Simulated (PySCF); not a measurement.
# HfH2: singlet, from a PBE0 minimum start

Aim: relax HfH2 as a singlet from a PBE0 minimum start, check by its vibrations whether the end is a minimum, and collect its spectrum and constants.

Program: PySCF 2.14.0. Level of theory: PBE0, basis Hf def2-TZVP with ECP60, H def2-TZVP, scalar-relativistic core potentials, no spin–orbit coupling, density fitting. These are calculated values, not measurements.

**1. The starting structure**

3 atoms, charge 0, spin multiplicity 1.

Bond lengths: Hf1–H2 1.829 Å, Hf1–H3 1.829 Å. Angles: H2–Hf1–H3 126.3°.

Z-matrix (Å, degrees; charge 0 multiplicity 1):
```
Hf
H  1 1.8289
H  1 1.8289 2 126.31
```

**2. Finding the electronic state**

The steps below are one call of a driver around PySCF. For each, scf.py gives the equivalent set-up of the SCF; relaxations use the driver's own optimiser. After this first run the driver tries any further starts and a stability analysis.

File scf.py:

```python
from pyscf import gto, scf, dft
mol = gto.M(atom='''
Hf     0.009150    -0.000000     0.000000
H     -0.816730    -1.631800    -0.000000
H     -0.816730     1.631800     0.000000''',
    basis={'Hf': 'def2-TZVP', 'H': 'def2-TZVP'},
    ecp={'Hf': 'def2-TZVP'},
    charge=0, spin=0)
mf = dft.RKS(mol, xc='PBE0')
mf.grids.atom_grid = (50, 194)
aux = {'Hf': 'def2-universal-JKFIT', 'H': 'def2-universal-JKFIT'}
mf = mf.density_fit(auxbasis=aux)
mf.conv_tol = 1e-08
mf.diis_space = 10
mf.max_cycle = 60
mf.init_guess = 'minao'
mf.verbose = 4
mf.kernel()
```

On the command line:

```
$ OMP_NUM_THREADS=2 python axn.py task.json out
```

Standard output:

```text
init E= -31.300381490328
  HOMO = -0.318753634520962  LUMO = -0.291812725731553  gap/eV = 0.73310
cycle= 1 E= -48.9992980526  delta_E= -17.7  |g|= 0.391  |ddm|=  4.5
  HOMO = -0.131197740398576  LUMO = -0.0177460337324975  gap/eV = 3.08718
cycle= 2 E= -49.0123061343386  delta_E= -0.013  |g|= 0.333  |ddm|= 1.53
  HOMO = -0.185865920249539  LUMO = -0.0854217628566078  gap/eV = 2.73322
cycle= 3 E= -49.0474333463204  delta_E= -0.0351  |g|= 0.0401  |ddm|= 0.653
  HOMO = -0.186912123187771  LUMO = -0.0834358229482574  gap/eV = 2.81573
cycle= 4 E= -49.047992560067  delta_E= -0.000559  |g|= 0.00809  |ddm|= 0.082
  HOMO = -0.186057463343936  LUMO = -0.0822643052619186  gap/eV = 2.82436
cycle= 5 E= -49.0480188724863  delta_E= -2.63e-05  |g|= 0.00389  |ddm|= 0.0165
  HOMO = -0.186545450777279  LUMO = -0.0828901365409127  gap/eV = 2.82060
cycle= 6 E= -49.0480280444464  delta_E= -9.17e-06  |g|= 0.00125  |ddm|= 0.00894
  HOMO = -0.186508501667189  LUMO = -0.0829325379006964  gap/eV = 2.81845
cycle= 7 E= -49.0480302533074  delta_E= -2.21e-06  |g|= 0.000239  |ddm|= 0.00621
  HOMO = -0.186475309551632  LUMO = -0.0829065759498458  gap/eV = 2.81825
cycle= 8 E= -49.0480303265  delta_E= -7.32e-08  |g|= 4.13e-05  |ddm|= 0.00152
  HOMO = -0.186470429780392  LUMO = -0.0828993460482795  gap/eV = 2.81831
cycle= 9 E= -49.048030327415  delta_E= -9.15e-10  |g|= 4.55e-06  |ddm|= 0.000138
  HOMO = -0.186470773300509  LUMO = -0.0828995905277907  gap/eV = 2.81832
Extra cycle  E= -49.0480303274302  delta_E= -1.52e-11  |g|= 2.51e-06  |ddm|= 1.71e-05
converged SCF energy = -49.0480303274302
```

This step, with its further starts and checks, needed 0.9 s of wall time on 2 threads of Arm Neoverse N1, shared host.

No lower closed-shell solution turned up in the test of internal stability.

**3. Relaxing the singlet from the PBE0 minimum start**

The program finds C2v symmetry in the start, which this walk keeps.

Changes to scf.py since step 2:

```diff
@@ -3,3 +3,3 @@
-Hf     0.009150    -0.000000     0.000000
-H     -0.816730    -1.631800    -0.000000
-H     -0.816730     1.631800     0.000000''',
+Hf     0.009149     0.000000     0.000000
+H     -0.816731    -1.631800     0.000000
+H     -0.816731     1.631800     0.000000''',
@@ -16 +15,0 @@
-mf.init_guess = 'minao'
```

Steps of the walk:

```
step  energy (Eh)  change (kJ/mol)  largest symmetric gradient (Eh/bohr)
   0   -49.048030             0.00                               0.00008
```

The walk took 0.6 s.

End point (C2v, 0 steps, 0.0 kJ/mol gained): Hf–H 1.829 Å (×2); H–Hf–H 126.3°.

**4. Is it a minimum? Harmonic modes**

On the finer grid the gradient is checked again; gradients at displacements of ±0.02 bohr then give force constants and infrared intensities.

Changes to scf.py since step 3:

```diff
@@ -3,3 +3,3 @@
-Hf     0.009149     0.000000     0.000000
-H     -0.816731    -1.631800     0.000000
-H     -0.816731     1.631800     0.000000''',
+Hf     0.009016     0.000000     0.000000
+H     -0.816665    -1.631805     0.000000
+H     -0.816665     1.631805     0.000000''',
@@ -10 +10 @@
-mf.grids.atom_grid = (50, 194)
+mf.grids.atom_grid = (75, 302)
@@ -13 +13 @@
-mf.conv_tol = 1e-08
+mf.conv_tol = 1e-10
```

The driver hands on the density of the step before, so the log starts near convergence.

SCF at the final geometry:

```text
init E= -49.0480806035884
  HOMO = -0.186474371897647  LUMO = -0.0828963319923243  gap/eV = 2.81850
cycle= 1 E= -49.048080603591  delta_E= -2.66e-12  |g|= 3.01e-06  |ddm|= 8.97e-06
  HOMO = -0.186474421211366  LUMO = -0.0828962423304543  gap/eV = 2.81851
Extra cycle  E= -49.0480806035914  delta_E= -3.98e-13  |g|= 3.05e-06  |ddm|= 7.3e-06
converged SCF energy = -49.0480806035914
```

The whole step took 9.6 s.

Geometry: C2v; Hf–H 1.829 Å (×2); H–Hf–H 126.3°.

Harmonic modes (main isotopes):

```json
{"symmetry": "a1", "ω (cm⁻¹)": "659", "IR (km/mol)": "0.0"}
{"symmetry": "b2", "ω (cm⁻¹)": "1692", "IR (km/mol)": "464"}
{"symmetry": "a1", "ω (cm⁻¹)": "1729", "IR (km/mol)": "65.2"}
```

No imaginary mode, so this is a minimum.

Constants and moments:

```
Dipole moment                                                   : 1.12 D
Highest occupied level                                          : -5.07 eV
Lowest empty level                                              : -2.26 eV
Rotational constants                                            : 12.4, 3.141, 2.506 cm⁻¹
Zero-point energy                                               : 24.4 kJ/mol
Principal polarisabilities                                      : 57.0, 79.2, 85.3 bohr³
Atomisation energy without zero-point energy                    : 534 kJ/mol
Principal traceless quadrupole moments about the centre of mass : -2.91, 0.98, 1.94 D Å
Entropy at 298.15 K and 1 bar                                   : 234.2 J/(mol K)
Heat capacity Cp at 298.15 K                                    : 37.4 J/(mol K)
Enthalpy at 298.15 K above 0 K                                  : 10.27 kJ/mol
Rotational symmetry number                                      : 2
```

Populations by atom (charges in e):

```tsv
atom	Mulliken	Löwdin	polar tensor	Mayer order to Hf1
Hf1	0.34	0.36	0.46	–
H2,3	-0.17	-0.18	-0.23	0.97
```

Mulliken populations on Hf1 (outside its core potential): s 3.51, p 6.33, d 1.80, f 0.02.

**5. A spin-polarised start**

A stability analysis found the closed shell of the lowest minimum unstable towards spin polarisation, so the unrestricted solution is followed.

The program finds C2v symmetry in the start, which may break. Threshold on the gradient: 0.0003 Eh/bohr, with a further test on the energy change.

Changes to scf.py since step 4:

```diff
@@ -3,3 +3,3 @@
-Hf     0.009016     0.000000     0.000000
-H     -0.816665    -1.631805     0.000000
-H     -0.816665     1.631805     0.000000''',
+Hf     0.009146     0.000000     0.000000
+H     -0.816535    -1.631805     0.000000
+H     -0.816535     1.631805     0.000000''',
@@ -9,2 +9,2 @@
-mf = dft.RKS(mol, xc='PBE0')
-mf.grids.atom_grid = (75, 302)
+mf = dft.UKS(mol, xc='PBE0')
+mf.grids.atom_grid = (50, 194)
@@ -13 +13 @@
-mf.conv_tol = 1e-10
+mf.conv_tol = 1e-08
```

The optimiser's trace:

```
step  energy (Eh)  change (kJ/mol)  largest gradient (Eh/bohr)
   0   -49.055466             0.00                     0.00506
   1   -49.055582            -0.31                     0.00268
   2   -49.055629            -0.43                     0.00012
   3   -49.055629            -0.43                     0.00006
```

The walk took 3.6 s.

Geometry (Å) and forces (eV/Å) at some steps:

```
step 0
Hf   0.009   0.000   0.000   0.260   0.000   0.000
H   -0.817  -1.632   0.000  -0.130  -0.154   0.000
H   -0.817   1.632   0.000  -0.130   0.154   0.000
step 1
Hf   0.019   0.000   0.000   0.138   0.000   0.000
H   -0.822  -1.633   0.000  -0.069  -0.085   0.000
H   -0.822   1.633   0.000  -0.069   0.085   0.000
step 2
Hf   0.030   0.000   0.000   0.001   0.000   0.000
H   -0.827  -1.634   0.000  -0.001  -0.006   0.000
H   -0.827   1.634   0.000  -0.001   0.006   0.000
step 3
Hf   0.030   0.000   0.000   0.000   0.000   0.000
H   -0.827  -1.634   0.000   0.000  -0.003   0.000
H   -0.827   1.634   0.000   0.000   0.003   0.000
```

After 3 steps and 0.4 kJ/mol it ends at C2v: Hf–H 1.845 Å (×2); H–Hf–H 124.7°.

**6. Frequencies**

The same treatment as at the point before.

Changes to scf.py since step 5:

```diff
@@ -3,3 +3,3 @@
-Hf     0.009146     0.000000     0.000000
-H     -0.816535    -1.631805     0.000000
-H     -0.816535     1.631805     0.000000''',
+Hf     0.009463    -0.000000     0.000000
+H     -0.847358    -1.634627    -0.000000
+H     -0.847358     1.634627     0.000000''',
@@ -10 +10 @@
-mf.grids.atom_grid = (50, 194)
+mf.grids.atom_grid = (75, 302)
@@ -13 +13 @@
-mf.conv_tol = 1e-08
+mf.conv_tol = 1e-10
```

Log of the central SCF (cycles and frontier levels):

```text
init E= -49.0556905482935
[... the frontier-level lines of each cycle are left out ...]
cycle= 1 E= -49.0556905483031  delta_E= -9.57e-12  |g|= 1.18e-06  |ddm|= 6.59e-06
Extra cycle  E= -49.0556905483066  delta_E= -3.48e-12  |g|= 1.27e-06  |ddm|= 5.74e-06
converged SCF energy = -49.0556905483066  <S^2> = 0.70913132  2S+1 = 1.958705
```

The whole step needed 17 s of wall time on 2 threads of Arm Neoverse N1, shared host.

Geometry: C2v; Hf–H 1.846 Å (×2); H–Hf–H 124.7°.

Modes, for the most abundant isotopes:

```
ω (cm⁻¹)  IR (km/mol)  μ (u)
     620          4.4   1.02
    1664          533   1.02
    1690          117   1.01
```

No imaginary mode, so this is a minimum.

Here the density breaks the symmetry of the frame, and no labels are given.

Properties at this point:

- Dipole moment: 1.46 D
- Highest occupied level: -5.19 eV
- Lowest empty level: -1.81 eV
- Rotational constants: 11.52, 3.13, 2.461 cm⁻¹
- Zero-point energy: 23.8 kJ/mol
- Principal polarisabilities: 54.5, 77.6, 83.0 bohr³
- Atomisation energy without zero-point energy: 554 kJ/mol
- Principal traceless quadrupole moments about the centre of mass: -3.94, 0.92, 3.02 D Å
- Entropy at 298.15 K and 1 bar: 234.9 J/(mol K)
- Heat capacity Cp at 298.15 K: 37.7 J/(mol K)
- Enthalpy at 298.15 K above 0 K: 10.32 kJ/mol
- Rotational symmetry number: 2
- Spin squared ⟨S²⟩: 0.709

Populations by atom (charges in e):

| atom | Mulliken | Löwdin | polar tensor | spin (Mulliken) | Mayer order to Hf1 |
| --- | --- | --- | --- | --- | --- |
| Hf1 | 0.36 | 0.36 | 0.56 | 0.00 | – |
| H2,3 | -0.18 | -0.18 | -0.28 | 0.00 | 0.96 |

Outer orbital energies (eV). α occupied: -68.33, -36.81, -36.29, -36.27, -8.96, -7.70, -5.19; empty: -1.81, -1.64, -1.57, -1.20. β occupied: -68.33, -36.81, -36.29, -36.27, -8.96, -7.70, -5.19; empty: -1.81, -1.64, -1.57, -1.20.

Mulliken populations on Hf1 (outside its core potential): s 3.29, p 6.34, d 1.99, f 0.02.

**7. The points found, side by side**

| spin | group | bonds | imaginary modes (cm⁻¹) | ΔE (kJ/mol) | with zero-point energy |
| --- | --- | --- | --- | --- | --- |
| broken-symmetry (Ms = 0) | C2v (density of lower symmetry) | Hf–H 1.846 Å (×2) | none | 0.0 | 0.0 |
| singlet | C2v | Hf–H 1.829 Å (×2) | none | 20.0 | 20.6 |

**8. Summary of results**

| quantity | value |
| --- | --- |
| minimum | broken-symmetry (Ms = 0), C2v |
| geometry | Hf–H 1.846 Å (×2); H–Hf–H 124.7° |
| wavenumbers (cm⁻¹) | 620, 1664, 1690 |
| dipole moment | 1.46 D |
| highest occupied, lowest empty level (either spin) | -5.19, -1.81 eV |
| polar-tensor charge of Hf1 | +0.56 e |
| zero-point energy | 23.8 kJ/mol |
| entropy at 298.15 K | 234.9 J/(mol K) |
| atomisation energy (no zero-point energy) | 554 kJ/mol |
| ⟨S²⟩ | 0.709 |

**Reading.** The molecule stays C2v, as typed, and the end point is a minimum. The determinant is spin-contaminated (⟨S²⟩ = 0.71 against 0.00), so it is no pure spin state. The strongest infrared band lies at 1664 cm⁻¹ (stretch). Only this shape and spin were tried, so other structures or states may lie lower. The SCF density has lower symmetry than the nuclear frame. Spin–orbit coupling, left out here, can matter for elements this heavy.

The search up to here took 34 s.
